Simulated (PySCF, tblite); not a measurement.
# C₈H₁₀Si: geometry, infrared bands and NMR shifts

What infrared bands and NMR shifts should C₈H₁₀Si (`C=C(C#CC)C#C[SiH2]C`) show?

Computed with tblite 0.8.0 and PySCF 2.14.0, with density-fitted response routines of our own, on a single molecule in the gas phase. Atoms are numbered from 0 throughout.

## Step 1: The molecule as given

19 atoms, charge 0, multiplicity 1; geometry from: force field or distance geometry start.

Bonds of the start (Å): C0–C1 1.33, C1–C2 1.45, C2–C3 1.18, C3–C4 1.48, C1–C5 1.43, C5–C6 1.20, C6–Si7 1.87, Si7–C8 1.85, C0–H9 1.07, C0–H10 1.09, C4–H11 1.09, C4–H12 1.09, C4–H13 1.08, Si7–H14 1.49, Si7–H15 1.49, C8–H16 1.09, C8–H17 1.10, C8–H18 1.10.

## Step 2: Geometry optimisation with GFN2-xTB

Job settings and geometry (Å):

```
{"job": {"kind": "relax", "xc": "GFN2-xTB", "basis": "xTB"}, "charge": 0, "multiplicity": 1}
C      1.548200     0.379200    -2.499700
C      1.099100     0.085300    -1.277400
C      1.972800    -0.618600    -0.365000
C      2.685900    -1.193800     0.382400
C      3.563300    -1.916500     1.324700
C     -0.218000     0.460400    -0.879400
C     -1.321500     0.783400    -0.548500
Si    -3.038000     1.274200    -0.008600
C     -3.407700     0.742200     1.723900
H      2.532000     0.106600    -2.825000
H      0.907200     0.909200    -3.209000
H      4.565400    -1.484900     1.314800
H      3.643300    -2.968400     1.049500
H      3.180800    -1.863600     2.336400
H     -3.202000     2.751400    -0.119900
H     -4.043000     0.660100    -0.917600
H     -3.336500    -0.337600     1.835700
H     -4.426200     1.035300     2.015300
H     -2.715000     1.205400     2.436700
```

Command:

```
> OMP_NUM_THREADS=1 python probes_run.py task.json out
```

This one command runs all jobs of the session in turn.

**Question.** This job is followed by: GFN2-xTB harmonic vibrations, gas phase; GIAO PBE0/pcSseg-1 NMR shielding, non-relativistic, gas phase. What will the session give for the following? strongest single infrared mode (GFN2-xTB); zero-point energy (GFN2-xTB); ¹³C shifts against TMS (PBE0/pcSseg-1); ¹H shifts against TMS (PBE0/pcSseg-1, means over atoms taken as alike); ²⁹Si shifts against TMS (PBE0/pcSseg-1); surface potential, 1st and 99th percentile.

As calculated:

```
                                                              quantity                                                 value
                             strongest single infrared mode (GFN2-xTB)                                 2199 cm⁻¹, 489 km/mol
                                          zero-point energy (GFN2-xTB)                                         87.9 kcal/mol
                                ¹³C shifts against TMS (PBE0/pcSseg-1)  140.3, 119.8, 113.1, 97.1, 96.6, 83.9, 5.6, -4.8 ppm
¹H shifts against TMS (PBE0/pcSseg-1, means over atoms taken as alike)                      6.11, 6.09, 4.55, 2.18, 0.32 ppm
                               ²⁹Si shifts against TMS (PBE0/pcSseg-1)                                             -69.2 ppm
                                 surface potential, 1st and 99th percentile                                    -0.89 V and 0.92 V
```

**Reading.** Relaxing lowered the energy by 0.152 eV in 89 steps; the close pair that moved most is Si7–C8, from 1.850 to 1.898 Å. The lowest mode is slightly imaginary (18i cm⁻¹), a soft motion within the noise of the Hessian, so the minimum is not strictly shown. The strongest single mode, at 2199 cm⁻¹, moves mainly H15 and H14. GFN2-xTB is a fitted tight-binding method: band positions and strengths are rough. Its intensities can rank the bands wrongly. The most deshielded carbon is C0 (terminal =CH2 carbon), at 140.3 ppm: as expected for a trigonal carbon in a double bond. At PBE0/pcSseg-1: The widest tensor belongs to C5: span 300 ppm, with a paramagnetic part of -187 ppm. At PBE0/pcSseg-1, counted by nearest atom on the grid, the HOMO lies on C0 26 %; C3, C6 about 16 % each, the LUMO on C0 27 %; C1, C6 about 16 % each.
